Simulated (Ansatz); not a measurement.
# TaCu3O3: the cost of one run

Program: Ansatz 0.2.0. Level of theory: DFT PBE, scalar-relativistic, plane waves, PAW. These are calculated values, not measurements.

## Step 1: Starting point

Symmetry: Pm-3m, No. 221, cubic system. Conventional cell: a = 4.328 Å, b = 4.328 Å, c = 4.328 Å, α = 90.00°, β = 90.00°, γ = 90.00°. Ta (site symmetry m-3m) has 6 O at 2.16 Å as nearest neighbours. Cu (site symmetry 4/mmm) has 4 O at 2.16 Å as nearest neighbours. O (site symmetry 4/mmm) has 2 Ta at 2.16 Å and 4 Cu at 2.16 Å as nearest neighbours.

Structure file:

```cif
data_structure
_symmetry_space_group_name_H-M 'Pm-3m'
_symmetry_Int_Tables_number 221
_cell_length_a 4.3280
_cell_length_b 4.3280
_cell_length_c 4.3280
_cell_angle_alpha 90.000
_cell_angle_beta 90.000
_cell_angle_gamma 90.000
_cell_volume 81.07
loop_
_atom_site_label
_atom_site_type_symbol
_atom_site_symmetry_multiplicity
_atom_site_Wyckoff_symbol
_atom_site_fract_x
_atom_site_fract_y
_atom_site_fract_z
_atom_site_occupancy
Ta1 Ta 1 b 0.50000 0.50000 0.50000 1
Cu1 Cu 3 d 0.00000 0.50000 0.00000 1
O1 O 3 c 0.50000 0.00000 0.50000 1
```

The cell was relaxed beforehand at this level, from a database cell with other species swapped in; it is a trial structure. At a tolerance of 0.05 Å it has space group Pm-3m (No. 221); it has 11.58 Å³/atom, an uncorrected energy of -0.59 eV/atom over the elements.

## Step 2: Static run: bands, density of states and charges

Contents of input.yaml:

```yaml
crystal:
  lattice:
    - [4.3280451564, 0.0, 0.0]
    - [0.0, 4.3280451564, 0.0]
    - [0.0, 0.0, 4.3280451564]
  atoms:
    - { symbol: Ta, position: [0.5, 0.5, 0.5], spin: -0.53 }
    - { symbol: Cu, position: [0.0, 0.5, 0.0] }
    - { symbol: Cu, position: [0.0, 0.0, 0.5] }
    - { symbol: Cu, position: [0.5, 0.0, 0.0] }
    - { symbol: O, position: [0.5, 0.0, 0.5] }
    - { symbol: O, position: [0.5, 0.5, 0.0] }
    - { symbol: O, position: [0.0, 0.5, 0.5] }
basis:
  ecutwfc: 420
kpoints:
  mp_grid: { grid: [10, 10, 10] }
  band_path:
    path:
      - [[0.0, 0.0, 0.0], [0.0, 0.5, 0.0], [0.5, 0.5, 0.0], [0.0, 0.0, 0.0], [0.5, 0.5, 0.5], [0.0, 0.5, 0.0]]
      - [[0.5, 0.5, 0.5], [0.5, 0.5, 0.0]]
    npoints: 14
hamiltonian:
  xc: pbe
scf:
  occupations: { method: gaussian, width: 0.1 }
  n_extra_bands: 17
output:
  forces: true
  stress: true
  eigenvalues: true
  populations: true
  dos: { projected: true, de: 0.02, nscf_kmesh: { grid: [12, 12, 12] } }
  bader: true
  write_density: true
  write_potential: true
  elf: true
  volumetric_format: npy
magnetization:
  spin_polarized: true
checkpoint:
  read: start.run
  write: ck
  compress: false
  write_wavefunctions: false
  write_every: 100000
```

Started as:

```
$ ansatz run input.yaml --threads 1 --pin off --max-ram 2048MiB --backend cpu --events-out ev --progress --plain --runs-dir out
```

Q: Estimate wall time and peak memory on 1 thread of Arm Neoverse V1, shared host.

About 2.2 min, with a peak of 0.62 GiB.
